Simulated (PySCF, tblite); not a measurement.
# C3H11AsSi: a rotation path, then NMR shifts on frames, part 2 of 2

tblite 0.8.0 and PySCF 2.14.0. Atoms count from 0. The steps go on from the part before.

## Step 5: Shielding tensors: image 4, PBE0/pcSseg-1

The job: settings as JSON, then the geometry in Å.

```
{"job": {"kind": "nmr", "xc": "PBE0", "basis": "pcSseg-1", "pop": false}, "charge": 0, "multiplicity": 1}
C     -2.488300    -0.137300     0.488800
C     -1.003500     0.003800     0.800800
C     -0.129500    -0.849000    -0.131800
As     1.071000     0.263200    -1.272900
Si     2.511600     0.950000     0.418100
H     -2.697100     0.224200    -0.516900
H     -2.798800    -1.178800     0.550500
H     -3.085200     0.438400     1.194100
H     -0.733300     1.063900     0.712800
H     -0.826100    -0.279700     1.840500
H      0.471200    -1.558300     0.443200
H     -0.769200    -1.444900    -0.790100
H      1.960900    -0.896600    -1.650900
H      2.666100    -0.031100     1.502800
H      1.994300     2.180000     1.035900
H      3.848200     1.261300    -0.101500
```

Level: GIAO PBE0/pcSseg-1 NMR shielding, non-relativistic, gas phase.

What it wrote:

```text
coarse grid: 56480 points
cycle   1  E = -2645.4488307927  dE = -7.323e-01  |g| = 7.337e-01  |ddm| = 3.494e+00
cycle   2  E = -2645.4388593695  dE =  9.971e-03  |g| = 5.999e-01  |ddm| = 6.818e-01
cycle   3  E = -2645.4859718947  dE = -4.711e-02  |g| = 1.350e-01  |ddm| = 5.206e-01
cycle   4  E = -2645.4902779081  dE = -4.306e-03  |g| = 3.717e-02  |ddm| = 1.658e-01
cycle   5  E = -2645.4906184558  dE = -3.405e-04  |g| = 6.984e-03  |ddm| = 3.597e-02
cycle   6  E = -2645.4906305841  dE = -1.213e-05  |g| = 1.218e-03  |ddm| = 7.781e-03
cycle   7  E = -2645.4906309519  dE = -3.678e-07  |g| = 3.057e-04  |ddm| = 1.645e-03
final grid: 117720 points
cycle   8  E = -2645.4906885165  dE = -7.592e-08  |g| = 3.222e-04  |ddm| = 1.972e-03
cycle   9  E = -2645.4906885099  dE =  6.537e-09  |g| = 3.622e-04  |ddm| = 6.247e-04
cycle  10  E = -2645.4906885416  dE = -3.165e-08  |g| = 2.970e-05  |ddm| = 3.090e-04
cycle  11  E = -2645.4906885418  dE = -2.074e-10  |g| = 7.883e-06  |ddm| = 3.578e-05
converged SCF energy = -2645.4906885418

GIAO shielding tensors (ppm)
atom      isotropic    diamagn.    paramagn.     s11        s22        s33       span
  0 C      167.647     245.759     -78.112    147.552    168.127    187.262     39.710
  1 C      163.467     248.223     -84.756    148.403    161.680    180.317     31.915
  2 C      164.632     249.166     -84.534    144.578    167.416    181.902     37.324
  3 As    1790.224    2876.843   -1086.620   1600.351   1680.824   2089.496    489.145
  4 Si     428.057     879.828    -451.771    380.595    428.108    475.467     94.872
  5 H       30.522      29.733       0.789     25.872     29.872     35.823      9.951
  6 H       30.813      29.059       1.754     26.613     28.729     37.097     10.483
  7 H       30.566      28.002       2.564     25.507     27.446     38.745     13.239
  8 H       30.595      32.801      -2.207     24.112     33.623     34.048      9.935
  9 H       29.903      31.809      -1.906     24.197     29.542     35.969     11.772
 10 H       29.319      32.389      -3.070     23.385     29.021     35.551     12.166
 11 H       30.611      32.425      -1.814     24.744     29.919     37.169     12.425
 12 H       28.922      30.052      -1.130     21.249     24.112     41.406     20.158
 13 H       27.659      29.174      -1.515     23.811     25.637     33.527      9.717
 14 H       27.708      28.977      -1.269     23.986     25.785     33.353      9.367
 15 H       27.630      28.437      -0.807     23.857     24.776     34.258     10.402
```

Run time: 46 s. Hardware: 1 thread of Intel Xeon at 2.50GHz, shared host; peak memory 0.89 GiB.

In short: δ C1 23.5, C2 22.3, C0 19.3, As3 198, H15 4.09, H13 4.06 ppm.

## Step 6: NMR shieldings: image 6, PBE0/pcSseg-1

The job: settings as JSON, then the geometry in Å.

```
{"job": {"kind": "nmr", "xc": "PBE0", "basis": "pcSseg-1", "pop": false}, "charge": 0, "multiplicity": 1}
C     -2.477000    -0.295000     0.667100
C     -1.038300     0.200900     0.579800
C     -0.176200    -0.698400    -0.309000
As     1.217800     0.342000    -1.282300
Si     2.557000     0.842000     0.546900
H     -2.944200    -0.247900    -0.314900
H     -2.514400    -1.326300     1.012700
H     -3.058200     0.318800     1.352700
H     -1.050500     1.223500     0.181000
H     -0.600900     0.254700     1.580200
H      0.279300    -1.496100     0.283300
H     -0.810000    -1.182300    -1.059700
H      2.034000    -0.877200    -1.636200
H      2.531000    -0.189100     1.594800
H      2.086200     2.087800     1.168400
H      3.956800     1.051600     0.158600
```

With the program's defaults for keys left out, this is: GIAO PBE0/pcSseg-1 NMR shielding, non-relativistic, gas phase.

What it wrote:

```text
coarse grid: 56480 points
cycle   1  E = -2645.4515566471  dE = -7.274e-01  |g| = 7.340e-01  |ddm| = 3.501e+00
cycle   2  E = -2645.4410723656  dE =  1.048e-02  |g| = 6.022e-01  |ddm| = 6.880e-01
cycle   3  E = -2645.4887600097  dE = -4.769e-02  |g| = 1.362e-01  |ddm| = 5.270e-01
cycle   4  E = -2645.4931753029  dE = -4.415e-03  |g| = 3.644e-02  |ddm| = 1.691e-01
cycle   5  E = -2645.4935031020  dE = -3.278e-04  |g| = 7.098e-03  |ddm| = 3.548e-02
cycle   6  E = -2645.4935156273  dE = -1.253e-05  |g| = 1.239e-03  |ddm| = 8.061e-03
cycle   7  E = -2645.4935160275  dE = -4.002e-07  |g| = 2.954e-04  |ddm| = 1.798e-03
final grid: 117720 points
cycle   8  E = -2645.4935314469  dE = -1.063e-07  |g| = 3.191e-04  |ddm| = 2.466e-03
cycle   9  E = -2645.4935314417  dE =  5.251e-09  |g| = 3.577e-04  |ddm| = 7.002e-04
cycle  10  E = -2645.4935314755  dE = -3.384e-08  |g| = 3.346e-05  |ddm| = 3.457e-04
cycle  11  E = -2645.4935314758  dE = -2.829e-10  |g| = 9.243e-06  |ddm| = 4.084e-05
converged SCF energy = -2645.4935314758

GIAO shielding tensors (ppm)
atom      isotropic    diamagn.    paramagn.     s11        s22        s33       span
  0 C      167.122     245.582     -78.460    149.276    164.116    187.975     38.699
  1 C      161.819     248.804     -86.985    147.081    160.225    178.152     31.071
  2 C      162.781     249.693     -86.913    142.890    167.039    178.413     35.524
  3 As    1800.029    2876.855   -1076.826   1627.888   1684.883   2087.316    459.428
  4 Si     429.138     879.843    -450.706    382.561    429.651    475.202     92.641
  5 H       30.696      29.377       1.319     26.265     29.271     36.553     10.288
  6 H       30.737      29.091       1.646     26.494     28.860     36.857     10.363
  7 H       30.448      27.955       2.493     25.408     27.446     38.489     13.081
  8 H       30.508      32.474      -1.966     24.201     33.173     34.150      9.949
  9 H       30.115      32.496      -2.381     24.253     31.069     35.023     10.770
 10 H       29.535      32.587      -3.052     23.985     29.201     35.419     11.435
 11 H       30.445      32.508      -2.063     24.111     30.132     37.092     12.982
 12 H       28.925      30.020      -1.095     21.314     24.114     41.347     20.032
 13 H       27.672      29.255      -1.583     23.809     25.728     33.480      9.671
 14 H       27.736      29.066      -1.330     24.072     25.691     33.445      9.373
 15 H       27.644      28.433      -0.788     23.861     24.771     34.300     10.438
```

It took 44 s on 1 thread of Intel Xeon at 2.50GHz, shared host; peak memory 0.89 GiB.

In short: δ C1 25.1, C2 24.1, C0 19.8, As3 189, H15 4.07, H13 4.04 ppm.

## Step 7: Shielding tensors: image 8, PBE0/pcSseg-1

The job: settings as JSON, then the geometry in Å.

```
{"job": {"kind": "nmr", "xc": "PBE0", "basis": "pcSseg-1", "pop": false}, "charge": 0, "multiplicity": 1}
C     -2.343400    -0.380700     0.863900
C     -1.131800     0.360700     0.311700
C     -0.224300    -0.553400    -0.502700
As     1.309000     0.459300    -1.273300
Si     2.525500     0.694300     0.694400
H     -2.933200    -0.804500     0.053400
H     -2.027300    -1.191900     1.517100
H     -2.978700     0.293000     1.434800
H     -1.471200     1.190600    -0.318600
H     -0.563100     0.790600     1.143200
H      0.138200    -1.374200     0.122600
H     -0.797900    -0.997100    -1.323500
H      2.068000    -0.785600    -1.665900
H      2.339000    -0.411900     1.646100
H      2.119400     1.922500     1.394300
H      3.964200     0.797200     0.426000
```

Level: GIAO PBE0/pcSseg-1 NMR shielding, non-relativistic, gas phase.

What it wrote:

```text
coarse grid: 56480 points
cycle   1  E = -2645.4535525435  dE = -7.250e-01  |g| = 7.350e-01  |ddm| = 3.503e+00
cycle   2  E = -2645.4429325953  dE =  1.062e-02  |g| = 6.038e-01  |ddm| = 6.919e-01
cycle   3  E = -2645.4910653980  dE = -4.813e-02  |g| = 1.362e-01  |ddm| = 5.284e-01
cycle   4  E = -2645.4954870921  dE = -4.422e-03  |g| = 3.613e-02  |ddm| = 1.689e-01
cycle   5  E = -2645.4958099314  dE = -3.228e-04  |g| = 7.069e-03  |ddm| = 3.498e-02
cycle   6  E = -2645.4958223263  dE = -1.239e-05  |g| = 1.263e-03  |ddm| = 8.137e-03
cycle   7  E = -2645.4958227547  dE = -4.284e-07  |g| = 2.896e-04  |ddm| = 1.903e-03
final grid: 117720 points
cycle   8  E = -2645.4958461815  dE = -1.278e-07  |g| = 2.959e-04  |ddm| = 2.722e-03
cycle   9  E = -2645.4958461796  dE =  1.900e-09  |g| = 3.107e-04  |ddm| = 6.861e-04
cycle  10  E = -2645.4958462074  dE = -2.776e-08  |g| = 3.499e-05  |ddm| = 3.464e-04
cycle  11  E = -2645.4958462076  dE = -2.892e-10  |g| = 8.959e-06  |ddm| = 3.956e-05
converged SCF energy = -2645.4958462076

GIAO shielding tensors (ppm)
atom      isotropic    diamagn.    paramagn.     s11        s22        s33       span
  0 C      167.181     245.546     -78.365    153.451    159.593    188.497     35.046
  1 C      159.610     248.901     -89.291    148.272    157.093    173.466     25.194
  2 C      159.612     250.197     -90.585    142.692    162.654    173.492     30.800
  3 As    1797.301    2876.549   -1079.247   1636.558   1687.378   2067.968    431.411
  4 Si     427.308     879.759    -452.451    376.950    428.745    476.230     99.280
  5 H       30.738      29.028       1.710     26.478     28.838     36.896     10.418
  6 H       30.725      29.551       1.174     26.334     29.233     36.609     10.276
  7 H       30.323      27.970       2.353     25.491     27.364     38.112     12.621
  8 H       30.196      31.785      -1.589     24.445     31.199     34.944     10.499
  9 H       30.376      32.958      -2.582     23.786     32.920     34.422     10.636
 10 H       29.784      33.143      -3.358     23.920     30.004     35.428     11.509
 11 H       30.122      32.194      -2.071     24.096     29.602     36.670     12.575
 12 H       28.912      29.936      -1.023     21.437     24.234     41.066     19.629
 13 H       27.715      29.289      -1.573     23.919     25.786     33.440      9.520
 14 H       27.695      29.003      -1.308     24.051     25.526     33.509      9.458
 15 H       27.621      28.408      -0.788     23.836     24.773     34.252     10.416
```

It took 46 s on 1 thread of Intel Xeon at 2.50GHz, shared host; peak memory 0.89 GiB.

In short: δ C1 27.3, C2 27.3, C0 19.7, As3 191, H15 4.10, H14 4.02 ppm.

## Step 8: Comparing the runs: NMR shifts

Shifts (ppm) of some atoms, chosen among heavy atoms and hydrogens apart, with basis size and wall time:

| frame | C2 | C1 | C0 | H10 | H11 | As3 | Si4 | functions | time |
| --- | --- | --- | --- | --- | --- | --- | --- | --- | --- |
| image 0 | 27.1 | 25.3 | 17.0 | 2.43 | 1.69 | 182 | -81.7 | 171 | 53 s |
| image 2 | 25.4 | 25.2 | 17.8 | 2.51 | 1.30 | 199 | -78.5 | 171 | 47 s |
| image 4 | 22.3 | 23.5 | 19.3 | 2.40 | 1.11 | 198 | -78.9 | 171 | 46 s |
| image 6 | 24.1 | 25.1 | 19.8 | 2.18 | 1.27 | 189 | -80.0 | 171 | 44 s |
| image 8 | 27.3 | 27.3 | 19.7 | 1.93 | 1.59 | 191 | -78.1 | 171 | 46 s |

## Step 9: Summary of results

What follows sums up all 2 parts.

```
                                         quantity                                                                 value
                                          barrier                                    0.153 eV (3.5 kcal/mol) at image 4
                            end to end (GFN2-xTB)                                                              0.031 eV
  13C shifts against TMS (PBE0/pcSseg-1, image 0)                                                  27.1, 25.3, 17.0 ppm
   1H shifts against TMS (PBE0/pcSseg-1, image 0)  4.04, 4.02, 4.01, 2.55, 2.43, 1.91, 1.69, 1.50, 1.37, 1.22, 0.74 ppm
75As shifts against AsH3 (PBE0/pcSseg-1, image 0)                                                               182 ppm
 29Si shifts against TMS (PBE0/pcSseg-1, image 0)                                                             -81.7 ppm
                        range of the shift of As3                                                        182 to 199 ppm
```

In words: Along the band the dihedral turns by 120°, and the top (dihedral 116°) lies 3.5 kcal/mol above the start (GFN2-xTB, rough), so at room temperature this motion is fast. Ends this close can change order at a higher level. The top was not checked by a frequency run. Shifts at one fixed geometry are not the observed spectrum, which averages over the motion. In the first frame run (image 0): Shielding is most anisotropic at As3 (span 441 ppm, paramagnetic term -1071 ppm). Across the 5 runs the shift of As3 moves most, between 182 (image 0) and 199 ppm (image 2). Spin-orbit coupling is left out, which matters for shieldings and couplings at and beside the heavy atoms.
